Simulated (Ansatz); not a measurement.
Runs of Ansatz 0.2.0 on BaY. Symmetry: Pm-3m, No. 221, cubic system. The conventional cell has a = 4.420 Å, b = 4.420 Å, c = 4.420 Å, α = 90.00°, β = 90.00°, γ = 90.00°. Ba (site symmetry m-3m) has 8 Y at 3.83 Å as nearest neighbours. Y (site symmetry m-3m) has 8 Ba at 3.83 Å as nearest neighbours. The cell was built by a generator and needn't be a form met in nature.

```tsv
level	gap on the mesh (eV)	pressure (GPa)
PBEsol	none	-1.4
LDA	none	(a)
RPBE	none	(b)
BLYP	none	1.0
revPBE	none	0.6
```

Alike in all rows: task band structure; potentials or basis Ansatz PAW; no spin polarisation; cell as given; k mesh 6 × 6 × 6; cutoff (eV) 420; smearing fermi-dirac 0.05 eV.

Question: Estimate the missing entries.

Answer: (a) -2.4; (b) 0.9.

Caveats: spin-orbit coupling is left out, which moves the levels of the heavy elements; the PAW data sets come from PBE, with cores solved anew for the run's functional, which leaves a small shift of forces and pressure.

A k mesh can miss the band edges, and the runs leave out spin-orbit coupling on Ba, Y.

A gap of «none» marks a metal or a gap under the smearing width.

Runs at the PBE level aren't shown here.
